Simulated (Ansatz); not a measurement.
# C2H9N3Si: inversion of the pyramid at N6, part 2 of 2

Wanted: the energy profile along the inversion of the pyramid at N6, from relaxed end points and a band of images. SMILES of the start: C=N[SiH2]NCN.

Ansatz 0.2.0; RKS r2SCAN/6-31G*.

### Step 7. The band, image by image

The 7 inner images lie between the fixed ends 0 and 8. Energy is taken from image 0, and the path length is the program's own coordinate along the band.

| image | path (Å) | energy (eV) | sum of angles at N6 (°) | band force (eV/Å) |
| --- | --- | --- | --- | --- |
| 0 | 0.000 | 0.0000 | 325.1 | - |
| 1 | 0.220 | 0.0071 | 326.8 | 0.024 |
| 2 | 0.440 | 0.0364 | 331.6 | 0.032 |
| 3 | 0.660 | 0.1173 | 347.2 | 0.023 |
| 4* | 0.880 | 0.2024 | 359.9 | 0.025 |
| 5 | 1.131 | 0.0856 | 347.4 | 0.016 |
| 6 | 1.382 | -0.0166 | 330.4 | 0.038 |
| 7 | 1.633 | -0.0441 | 325.3 | 0.013 |
| 8 | 1.884 | -0.0479 | 324.3 | - |

The star marks the climbing image.

image, energy (eV) and a bar:
```
        0      0.000 ######
        1      0.007 #######
        2      0.036 ##########
        3      0.117 ####################
        4      0.202 ##############################
        5      0.086 ################
        6     -0.017 ####
        7     -0.044 
        8     -0.048
```

The top of the band by iteration:

```csv
iteration,highest image above image 0 (eV),largest band force (eV/Å)
1,0.2572,0.768
2,0.2077,0.323
3,0.2547,1.259
4,0.2074,0.583
5,0.2038,0.110
6,0.2029,0.081
7,0.2024,0.038
```

Positions of all images (Å):

```xyz
15
image=0 dE=0.0000
C     0.209   -2.119   -1.665
N     0.357   -0.944   -1.206
Si    1.196   -0.588    0.306
N     0.221    0.377    1.353
C    -0.382    1.601    0.847
N    -1.648    1.320    0.173
H     0.606   -3.036   -1.188
H    -0.346   -2.286   -2.601
H     1.565   -1.832    1.049
H     2.395    0.191   -0.098
H    -0.436   -0.123    1.946
H    -0.595    2.284    1.682
H     0.381    2.092    0.214
H    -1.444    0.816   -0.693
H    -2.101    2.196   -0.089
15
image=1 dE=0.0071
C     0.179   -2.160   -1.630
N     0.356   -0.974   -1.213
Si    1.197   -0.600    0.295
N     0.242    0.389    1.337
C    -0.362    1.614    0.832
N    -1.614    1.339    0.133
H     0.540   -3.071   -1.112
H    -0.369   -2.346   -2.567
H     1.549   -1.839    1.056
H     2.408    0.155   -0.119
H    -0.427   -0.112    1.919
H    -0.595    2.283    1.673
H     0.410    2.120    0.222
H    -1.405    0.947   -0.786
H    -2.131    2.205   -0.012
15
image=2 dE=0.0364
C     0.153   -2.179   -1.606
N     0.348   -0.991   -1.203
Si    1.189   -0.617    0.305
N     0.262    0.405    1.341
C    -0.330    1.628    0.806
N    -1.568    1.346    0.090
H     0.492   -3.090   -1.074
H    -0.388   -2.368   -2.546
H     1.515   -1.858    1.075
H     2.415    0.111   -0.114
H    -0.432   -0.083    1.905
H    -0.572    2.308    1.635
H     0.457    2.122    0.206
H    -1.374    1.065   -0.870
H    -2.189    2.150    0.080
15
image=3 dE=0.1173
C     0.133   -2.192   -1.595
N     0.333   -1.004   -1.195
Si    1.172   -0.630    0.316
N     0.260    0.411    1.346
C    -0.292    1.652    0.786
N    -1.496    1.412    0.031
H     0.464   -3.103   -1.059
H    -0.405   -2.381   -2.537
H     1.485   -1.875    1.085
H     2.405    0.085   -0.103
H    -0.459   -0.059    1.895
H    -0.536    2.339    1.608
H     0.533    2.120    0.218
H    -1.360    1.113   -0.927
H    -2.258    2.061    0.160
15
image=4 dE=0.2024
C     0.118   -2.197   -1.593
N     0.323   -1.010   -1.192
Si    1.159   -0.641    0.322
N     0.239    0.404    1.339
C    -0.268    1.672    0.776
N    -1.425    1.558   -0.048
H     0.443   -3.110   -1.056
H    -0.419   -2.382   -2.537
H     1.464   -1.889    1.091
H     2.400    0.065   -0.092
H    -0.477   -0.053    1.900
H    -0.510    2.354    1.602
H     0.587    2.115    0.239
H    -1.360    1.082   -0.934
H    -2.297    1.981    0.213
15
image=5 dE=0.0856
C     0.100   -2.204   -1.594
N     0.315   -1.019   -1.193
Si    1.144   -0.652    0.322
N     0.200    0.398    1.311
C    -0.250    1.694    0.764
N    -1.368    1.728   -0.137
H     0.418   -3.118   -1.055
H    -0.438   -2.384   -2.537
H     1.438   -1.897    1.099
H     2.394    0.046   -0.082
H    -0.493   -0.043    1.909
H    -0.483    2.367    1.599
H     0.628    2.111    0.251
H    -1.343    1.055   -0.894
H    -2.284    1.868    0.264
15
image=6 dE=-0.0166
C     0.072   -2.221   -1.595
N     0.289   -1.036   -1.195
Si    1.111   -0.662    0.321
N     0.170    0.412    1.285
C    -0.220    1.732    0.753
N    -1.340    1.817   -0.165
H     0.385   -3.136   -1.054
H    -0.465   -2.400   -2.539
H     1.386   -1.900    1.118
H     2.371    0.021   -0.076
H    -0.521    0.001    1.907
H    -0.431    2.403    1.595
H     0.669    2.121    0.242
H    -1.268    1.096   -0.882
H    -2.228    1.702    0.316
15
image=7 dE=-0.0441
C     0.022   -2.236   -1.583
N     0.244   -1.050   -1.190
Si    1.080   -0.671    0.320
N     0.184    0.439    1.284
C    -0.192    1.761    0.754
N    -1.312    1.837   -0.166
H     0.332   -3.149   -1.037
H    -0.515   -2.420   -2.526
H     1.325   -1.903    1.133
H     2.349   -0.020   -0.097
H    -0.505    0.056    1.926
H    -0.402    2.430    1.599
H     0.694    2.155    0.239
H    -1.159    1.177   -0.930
H    -2.167    1.543    0.305
15
image=8 dE=-0.0479
C     0.016   -2.198   -1.597
N     0.239   -1.012   -1.203
Si    1.109   -0.635    0.289
N     0.215    0.437    1.298
C    -0.236    1.747    0.798
N    -1.339    1.776   -0.146
H     0.347   -3.111   -1.065
H    -0.541   -2.380   -2.529
H     1.401   -1.873    1.077
H     2.350    0.049   -0.157
H    -0.437    0.018    1.955
H    -0.508    2.370    1.660
H     0.629    2.219    0.315
H    -1.102    1.185   -0.945
H    -2.165    1.356    0.281
```

### Step 8. Vibrations at the top

The geometry is the highest inner image of the first converged band.

input.yaml

```yaml
crystal:
  periodic: [false, false, false]
  atoms:
    - { symbol: C, position_ang: [0.117683, -2.196833, -1.592909] }
    - { symbol: "N", position_ang: [0.322911, -1.010178, -1.192098] }
    - { symbol: Si, position_ang: [1.159284, -0.640696, 0.321846] }
    - { symbol: "N", position_ang: [0.239219, 0.404243, 1.338536] }
    - { symbol: C, position_ang: [-0.268381, 1.672197, 0.776069] }
    - { symbol: "N", position_ang: [-1.42475, 1.55765, -0.047682] }
    - { symbol: H, position_ang: [0.442939, -3.109713, -1.055617] }
    - { symbol: H, position_ang: [-0.418548, -2.382241, -2.536697] }
    - { symbol: H, position_ang: [1.463663, -1.888546, 1.090543] }
    - { symbol: H, position_ang: [2.400185, 0.06482, -0.092279] }
    - { symbol: H, position_ang: [-0.476552, -0.053058, 1.899835] }
    - { symbol: H, position_ang: [-0.510454, 2.354003, 1.60183] }
    - { symbol: H, position_ang: [0.587465, 2.114822, 0.238668] }
    - { symbol: H, position_ang: [-1.359786, 1.081723, -0.933607] }
    - { symbol: H, position_ang: [-2.296679, 1.981108, 0.212861] }
basis:
  gaussian: { orbitals: "6-31G*" }
hamiltonian:
  xc: r2scan
phonons: {}
```

On the command line:

```bash
$ ansatz run input.yaml --threads 2 --pin off --max-ram 3072MiB --backend cpu --events-out ev --progress --plain --runs-dir out
```

The program printed, cut to the lines that bear on the results:

```text
Warning: RAYON_NUM_THREADS=2 ignored (pool sized by the plan → 2); use --threads N
[...]
Functional definition: r2SCAN
[...]
1476 factors; their error is unknown
[...]
mean field -14562.74161188 eV, -535.1708832559 hartree, gradient 3.8e-5 eV, S^2 0.000000; 0 other end points of the search recorded, 0 dependent functions left out
[...]
reference -14562.74162161 eV, -535.1708836134 hartree; 28, 28 occupied and 84, 84 virtual orbitals, 1476 factors
[...]
1476 factors; their error is unknown
[...]
WARN: phonons: modes at or below zero, which the zero-point energy, F, S and C_V leave out: 1, the lowest at -652.94 cm⁻¹. A minimum has none, and a first-order saddle one
[...]
Atom 9 at     2.400185     0.064820    -0.092279 Å, force    -0.000993     0.001683     0.001186 eV/Å
Atom 10 at    -0.476552    -0.053058     1.899835 Å, force    -0.004782     0.002719    -0.007153 eV/Å
Atom 11 at    -0.510454     2.354003     1.601830 Å, force     0.007382     0.003251    -0.005799 eV/Å
Atom 12 at     0.587465     2.114822     0.238668 Å, force    -0.003496    -0.005065    -0.006555 eV/Å
Atom 13 at    -1.359786     1.081723    -0.933607 Å, force    -0.001703     0.008696    -0.002678 eV/Å
Atom 14 at    -2.296679     1.981108     0.212861 Å, force    -0.010618    -0.015579    -0.013563 eV/Å
Dipole moment:    -0.354878    -0.160480     0.013089 e Å
[...]
```

It took 2.9 min on 2 threads of Intel Xeon Platinum 8488C (Sapphire Rapids), shared host; peak memory 0.2 GiB.

Of 39 modes, 1 is imaginary by more than 30 cm⁻¹ (653i cm⁻¹).

### Step 9. The band again, with other settings

crystal.atoms is end A as relaxed above, and neb.final_atoms is end B, turned to lie on A. With 7 inner images the band has 9 in all.

input.yaml

```yaml
crystal:
  periodic: [false, false, false]
  atoms:
    - { symbol: C, position_ang: [0.208944, -2.118873, -1.665096] }
    - { symbol: "N", position_ang: [0.356537, -0.944333, -1.206304] }
    - { symbol: Si, position_ang: [1.195822, -0.587667, 0.306096] }
    - { symbol: "N", position_ang: [0.221244, 0.377392, 1.352545] }
    - { symbol: C, position_ang: [-0.382432, 1.601245, 0.846925] }
    - { symbol: "N", position_ang: [-1.647618, 1.319841, 0.172725] }
    - { symbol: H, position_ang: [0.606158, -3.035826, -1.188203] }
    - { symbol: H, position_ang: [-0.345802, -2.286086, -2.600735] }
    - { symbol: H, position_ang: [1.564543, -1.832299, 1.048516] }
    - { symbol: H, position_ang: [2.395432, 0.190748, -0.098044] }
    - { symbol: H, position_ang: [-0.436301, -0.123441, 1.946331] }
    - { symbol: H, position_ang: [-0.595488, 2.283909, 1.682153] }
    - { symbol: H, position_ang: [0.381307, 2.092311, 0.214368] }
    - { symbol: H, position_ang: [-1.443624, 0.816367, -0.692812] }
    - { symbol: H, position_ang: [-2.100522, 2.196012, -0.089164] }
basis:
  gaussian: { orbitals: "6-31G*" }
hamiltonian:
  xc: r2scan
neb:
  order_check: false
  images: 7
  f_tol: 0.05
  max_iterations: 3
  initial_path: idpp
  final_atoms:
    - { symbol: C, position_ang: [0.15619657, -2.15064992, -1.65254872] }
    - { symbol: "N", position_ang: [0.30737547, -0.96464359, -1.22603883] }
    - { symbol: Si, position_ang: [1.14040784, -0.57808831, 0.28391861] }
    - { symbol: "N", position_ang: [0.17780696, 0.41495491, 1.31059512] }
    - { symbol: C, position_ang: [-0.34313551, 1.70981064, 0.84011166] }
    - { symbol: "N", position_ang: [-1.43773788, 1.69992628, -0.11493687] }
    - { symbol: H, position_ang: [0.53392755, -3.05698311, -1.13958971] }
    - { symbol: H, position_ang: [-0.38110278, -2.33985769, -2.59458533] }
    - { symbol: H, position_ang: [1.49661646, -1.81746715, 1.0432172] }
    - { symbol: H, position_ang: [2.34469757, 0.18775718, -0.13067045] }
    - { symbol: H, position_ang: [-0.45481362, -0.0572791, 1.94999363] }
    - { symbol: H, position_ang: [-0.65793066, 2.29291056, 1.71454297] }
    - { symbol: H, position_ang: [0.49784165, 2.24206777, 0.3781167] }
    - { symbol: H, position_ang: [-1.16034011, 1.1439794, -0.92562357] }
    - { symbol: H, position_ang: [-2.24160951, 1.22286211, 0.29279859] }
```

On the command line:

```bash
$ ansatz run input.yaml --threads 2 --pin off --max-ram 3072MiB --backend cpu --events-out ev --progress --plain --runs-dir out
```

The program printed:

```text
Warning: RAYON_NUM_THREADS=2 ignored (pool sized by the plan → 2); use --threads N
Engine: ansatz 0.2.0, x86_64-unknown-linux-gnu
Functional definition: r2SCAN
  parameter k0 = 0.174
  parameter k1 = 0.065
  parameter a1 = 4.9479
  exchange = r2scan_x(k0 = k0, k1 = k1, a1 = a1)
  correlation = r2scan_c
1476 factors; their error is unknown
mean field evaluation 1: about -14550.4612 eV, gradient 7.8e1 eV
mean field evaluation 2: about -14523.6234 eV, gradient 1.3e2 eV
mean field evaluation 4: about -14562.7566 eV, gradient 1.2e1 eV
mean field evaluation 8: about -14563.0529 eV, gradient 3.1e-1 eV
mean field evaluation 16: about -14562.9440 eV, gradient 5.1e-4 eV
mean field -14562.94403294 eV, -535.1783220924 hartree, gradient 8.4e-5 eV, S^2 0.000000; 0 other end points of the search recorded, 0 dependent functions left out
[... 4 lines left out ...]
mean field -14562.99197417 eV, -535.1800839001 hartree, gradient 4.4e-5 eV, S^2 0.000000; 0 other end points of the search recorded, 0 dependent functions left out
[... 2 lines left out ...]
NEB end point (image 0): max|allowed force component| = 1.335e-2 eV/Å (the criterion of neb.relax_end_points is 1.000e-2)
NEB end point (image 8): max|allowed force component| = 9.992e-3 eV/Å (the criterion of neb.relax_end_points is 1.000e-2)
[... 1 line left out ...]
mean field -14562.92389499 eV, -535.1775820365 hartree, gradient 8.6e-5 eV, S^2 0.000000; 0 other end points of the search recorded, 0 dependent functions left out
[... 4 lines left out ...]
mean field -14562.85532315 eV, -535.1750620680 hartree, gradient 5.4e-5 eV, S^2 0.000000; 0 other end points of the search recorded, 0 dependent functions left out
[... 4 lines left out ...]
mean field -14562.74045341 eV, -535.1708406829 hartree, gradient 4.3e-5 eV, S^2 0.000000; 0 other end points of the search recorded, 0 dependent functions left out
[... 3 lines left out ...]
mean field -14562.68686661 eV, -535.1688714043 hartree, gradient 4.7e-5 eV, S^2 0.000000; 0 other end points of the search recorded, 0 dependent functions left out
[... 4 lines left out ...]
mean field -14562.78649053 eV, -535.1725325158 hartree, gradient 4.8e-5 eV, S^2 0.000000; 0 other end points of the search recorded, 0 dependent functions left out
[... 4 lines left out ...]
mean field -14562.91442093 eV, -535.1772338712 hartree, gradient 4.0e-5 eV, S^2 0.000000; 0 other end points of the search recorded, 0 dependent functions left out
[... 3 lines left out ...]
mean field -14562.97569267 eV, -535.1794855661 hartree, gradient 4.4e-5 eV, S^2 0.000000; 0 other end points of the search recorded, 0 dependent functions left out
[... from here on, the SCF cycles and remarks between the steps are left out ...]
NEB iter   1: max|band force component| = 7.677e-1 eV/Å  barrier→ = 0.2572 eV  barrier← = 0.3051 eV  Δτ_max = 0.1066 Å  (277 SCF iters)
NEB iter   2: max|band force component| = 3.231e-1 eV/Å  barrier→ = 0.2077 eV  barrier← = 0.2556 eV  CI = image 4  Δτ_max = 0.0836 Å  (219 SCF iters)
NEB iter   3: max|band force component| = 1.259e0 eV/Å  barrier→ = 0.2547 eV  barrier← = 0.3026 eV  CI = image 4  Δτ_max = 0.0432 Å  (216 SCF iters)
[...]
this run last wrote the band of iteration 3 to <dir>
Error: NEB band did not converge after 3 iterations: max|band force component| = 1.26e0 eV/Å (threshold 5.0e-2); raise `neb.max_iterations` in a new run, which can start from the last band evaluated (`neb.initial_path`, with `crystal.atoms` and `neb.final_atoms` set to its first and last images), add images, or start from endpoints closer to local minima. Where this run's directory can be resumed (`checkpoint.write`), a resume goes on for up to `neb.max_iterations` more; to start a new run from the last band, take its images' positions from the `neb_iteration` event of iteration 3 (`data.images[].positions_ang`), in the event stream of the run that computed that iteration (not this run's, if it was resumed behind it). With `checkpoint.write`, `steps/00-neb/state/checkpoint.json` in the run directory holds the last saved band, under `neb.evaluated.images[].positions_ang` (a band under a hybrid functional on support functions is neither saved nor resumed: `neb.initial_path` says where its path is): check the last entry of `neb.iterations` there, which is earlier than 3 if that iteration was not saved or its write failed. If the band's step has no `state` directory and holds `state.next`, a write was cut short, and the file is under `state.next` instead (behind a loss of power it can be under `state.prev`)
this run wrote the band of iteration 3 to <dir> as well, whether or not its events were kept: a new run's `neb.initial_path` can list its `images[].positions_ang`
a run's events are kept only if it was started with --events-out <file>, and are in that file
```

Run time: 70 s. Hardware: 2 threads of Intel Xeon Platinum 8488C (Sapphire Rapids), shared host; peak memory 0.21 GiB.

### Step 10. Images and barrier

The run ended unconverged after 3 band iterations. The table shows its last band, which is no minimum-energy path. Images 0 and 8 are the ends. Energies count from image 0; the path length is the program's own measure over all atoms.

| image | path (Å) | energy (eV) | sum of angles at N6 (°) | band force (eV/Å) |
| --- | --- | --- | --- | --- |
| 0 | 0.000 | 0.0000 | 325.1 | - |
| 1 | 0.228 | 0.0833 | 326.1 | 1.169 |
| 2 | 0.456 | 0.1173 | 332.3 | 1.259 |
| 3 | 0.685 | 0.1839 | 348.1 | 1.141 |
| 4* | 0.913 | 0.2547 | 359.9 | 0.998 |
| 5 | 1.174 | 0.1358 | 346.6 | 1.030 |
| 6 | 1.436 | 0.0447 | 329.9 | 1.105 |
| 7 | 1.698 | -0.0313 | 325.8 | 0.491 |
| 8 | 1.961 | -0.0479 | 324.3 | - |

The star marks the climbing image.

image, energy (eV) and a bar:
```
        0      0.000 #####
        1      0.083 #############
        2      0.117 ################
        3      0.184 #######################
        4      0.255 ##############################
        5      0.136 ##################
        6      0.045 #########
        7     -0.031 ##
        8     -0.048
```

### Step 11. What came out

The summary covers parts 1 to 2.

| quantity | value |
| --- | --- |
| end A | 27 moves, 0.906 eV lower |
| end B | 31 moves, 1.296 eV lower |
| first band: barrier forwards | 0.20 eV |
| first band: barrier backwards | 0.25 eV |
| first band: second end relative to first | -0.048 eV |
| first band: highest image | 4 of 0 to 8, climbing |
| first band: band iterations | 7 |
| imaginary modes at the top | 653i cm⁻¹ |
| second band | not converged, 3 iterations, 7 inner images |
| time, first and second band | 2.8 min and 70 s |

In the first band: along this path the system climbs 0.20 eV from the first end (8 kT at 300 K), which at an assumed attempt frequency of 10^13 s⁻¹ means a rate near 10^10 s⁻¹. Going back costs 0.25 eV, since the second end is 0.048 eV below the first. One imaginary mode, as a first-order saddle point has. As for the second band: the cap on iterations is too low for the band to settle. These are electronic energies, with no zero-point or thermal terms. Tunnelling, which matters where hydrogen moves, is missing too.
